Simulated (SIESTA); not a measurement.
## Zn4TeO3 under changes of volume

One of the cells (15.908 Å³/atom); the others are scaled copies at fixed shape and fractional positions:

```
Te Zn O
1.0
     3.37098    0.00000    0.00000
     0.00000    3.64425    5.17965
     0.00000   -3.64425    5.17965
Te Zn O
1 4 3
Direct
  0.50000 0.36432 0.36432
  0.00000 0.55264 0.55264
  0.50000 0.52851 0.93788
  0.50000 0.93788 0.52851
  0.00000 0.99498 0.99498
  0.50000 0.87437 0.87437
  0.00000 0.87473 0.37256
  0.00000 0.37256 0.87473
```

The cell comes from a database or a generator and needn't be the stable form of this composition.

| Item | Value |
| --- | --- |
| Program | SIESTA 5.4.2 |
| Functional | LDA |
| Potentials or basis | PseudoDojo 0.4 standard (LDA files) |
| Basis | DZP (energy shift 0.003 Ry; two zetas on semicore shells) |
| Grid cutoff | 800 Ry |
| Energy shift | 0.003 Ry |
| k mesh | 6 × 4 × 4 |
| Occupations | fermi-dirac, width 0.05 eV |
| Spin | no spin polarisation |

```csv
volume (Å³/atom),energy over the lowest point (meV/atom),pressure (GPa),largest force (eV/Å)
14.953,0.00,-2.4,0.153
15.271,6.96,-4.6,0.093
15.589,17.98,-6.5,0.194
15.908,32.56,-8.2,0.317
16.226,50.31,-9.7,0.435
16.544,?,?,?
16.862,93.88,-12.2,0.651
```

Task: What does the run at 16.544 Å³/atom give?

Result: Energy over the lowest point 70.86 meV/atom; pressure -11.0 GPa; largest force 0.545 eV/Å.

Worked out: A Birch-Murnaghan fit of order 3 (a polynomial in V^(-2/3)) to the other rows has its minimum at 14.64 Å³/atom, just outside them, with B0 = V·E''(V) = 118 GPa and B' = 4.5 at fixed shape and positions, which overstates the stiffness. It gives 70.85 meV/atom at 16.544 Å³/atom, against the run's 70.86, and -dE/dV = -11.0 GPa, against -11.0.

Energies are extrapolated to zero smearing.

Caveats: short orbitals over semicore shells can move pressures by several GPa; the basis of atomic orbitals isn't converged, which shifts pressures, moduli and gaps.
